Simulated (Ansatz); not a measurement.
# InPd: the cost of one run

Program: Ansatz 0.2.0. Level of theory: DFT LDA, scalar-relativistic. These are calculated values, not measurements.

## Step 1: The system as given

The structure is cubic, space group Pm-3m (No. 221). The conventional cell has a = 3.272 Å, b = 3.272 Å, c = 3.272 Å, α = 90.00°, β = 90.00°, γ = 90.00°. In (site symmetry m-3m) has 8 Pd at 2.83 Å as nearest neighbours. Pd (site symmetry m-3m) is surrounded by 8 In at 2.83 Å.

As a file:

```
CELL_PARAMETERS angstrom
3.27188 0.00000 0.00000
0.00000 3.27188 0.00000
0.00000 0.00000 3.27188
ATOMIC_POSITIONS crystal
In 0.00000 0.00000 0.00000
Pd 0.50000 0.50000 0.50000
```

Structure from a Materials Project entry, not relaxed further.

Atoms are numbered in the order of the input: In1, Pd2.

## Step 2: Volume × 0.9405, LAPW

Contents of input.yaml:

```yaml
crystal:
  lattice:
    - [3.205661058, 0.0, 0.0]
    - [0.0, 3.205661058, 0.0]
    - [0.0, 0.0, 3.205661058]
  atoms:
    - { symbol: In, position: [0.0, 0.0, 0.0] }
    - { symbol: Pd, position: [0.5, 0.5, 0.5] }
kpoints:
  mp_grid: { grid: [13, 13, 13] }
scf:
  occupations: { method: fermi_dirac, width: 0.03 }
hamiltonian:
  xc: lda
  pseudopotentials: { kind: all_electron, lapw: { basis_error: 0.001 } }
output:
  forces: true
  stress: true
  eigenvalues: true
```

Run with:

```
$ ansatz run input.yaml --threads 1 --pin off --max-ram 2048MiB --backend cpu --events-out ev --progress --plain --runs-dir out
```

What time and memory should one allow on 1 thread of Intel Xeon Platinum 8259CL at 2.50GHz (Skylake/Cascade Lake), shared host?

About 40 s, with a peak of 0.5 GiB.
